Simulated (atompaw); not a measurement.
# A PAW (atompaw) potential for As, from input to tests

Do these settings give a usable potential? It is generated, then checked for scattering, ghosts and hardness.

The numbers are computed with atompaw 4.2.0.5 (PBEsol, scalar-relativistic, spin-unpolarised reference atom).

2 further runs of the same task are left out: 2 that didn't finish.

## 1. The atom and the settings

Typed settings, in words:

- element: arsenic (As, Z = 33)
- type: PAW
- frozen core: [Ar] 3d10
- valence charge: 5
- reference configuration: 4s2 4p3
- partial waves: 4s (bound): rc 2.00 bohr; 4s channel at 3 Ry: rc 2.00 bohr; 4p (bound): rc 1.74 bohr; 4p channel at 1.1 Ry: rc 2.00 bohr
- local potential: bessel scheme, radius 1.70 bohr
- core correction: smooth core density matched at 1.30 bohr
- augmentation charge: sinc compensation charge, radius 1.55 bohr; PAW radius 2.00 bohr; waves and projectors: custom polynom vanderbiltortho

The outer shells as boxes (Hund's rule for the drawing; the calculation is spin-unpolarised):

```
[Ar] core
3d [↑↓][↑↓][↑↓][↑↓][↑↓]
4s [↑↓]
4p [↑ ][↑ ][↑ ]
```

## 2. Generating the potential

Contents of As.input:

```
As 33
GGA-PBESOL scalarrelativistic loggrid 1500 logderivrange -3 5 201
4 4 3 0 0 0
4 1 3
0 0 0
c
c
c
v
c
c
v
c
1
2.00 1.55 1.70 1.30
y
3
n
y
1.1
n
custom polynom vanderbiltortho sinc
bessel
2.00
2.00
1.74
2.00
PWSCFOUT
UPFDX 0.0125d0 UPFXMIN -7.d0 UPFZMESH 33.d0
END
```

On the command line:

```
$ atompaw < As.input > As.log
```

Before running it: what results should come out? Wanted: cutoffs for 10 and 1 mRy, occupied levels; bound ghosts; largest phase difference near zero energy, channels read; lowest eigenvalue of the overlap; share of valence orbitals outside the PAW sphere; UPF file.

The runs gave:

| quantity | value |
| --- | --- |
| cutoffs for 10 and 1 mRy, occupied levels | 12 Ry and 25 Ry |
| bound ghosts | none found |
| largest phase difference near zero energy, channels read | 0.000 rad |
| lowest eigenvalue of the overlap (Bessel basis) | 0.172 (s) |
| share of valence orbitals outside the PAW sphere | 4s 41 %, 4p 66 % |
| UPF file | written |

The potential is soft on the atom at that tolerance: the looser tolerance needs 12 Ry. The slowest occupied level is 4p: taken alone it needs 21 Ry to come within 1 mRy, against 12 Ry for 4s. The Bessel-basis test finds no level below the valence levels. Near zero energy the phases of the channels with partial waves agree within 0.001 rad. All of this concerns the isolated atom, not yet a solid.
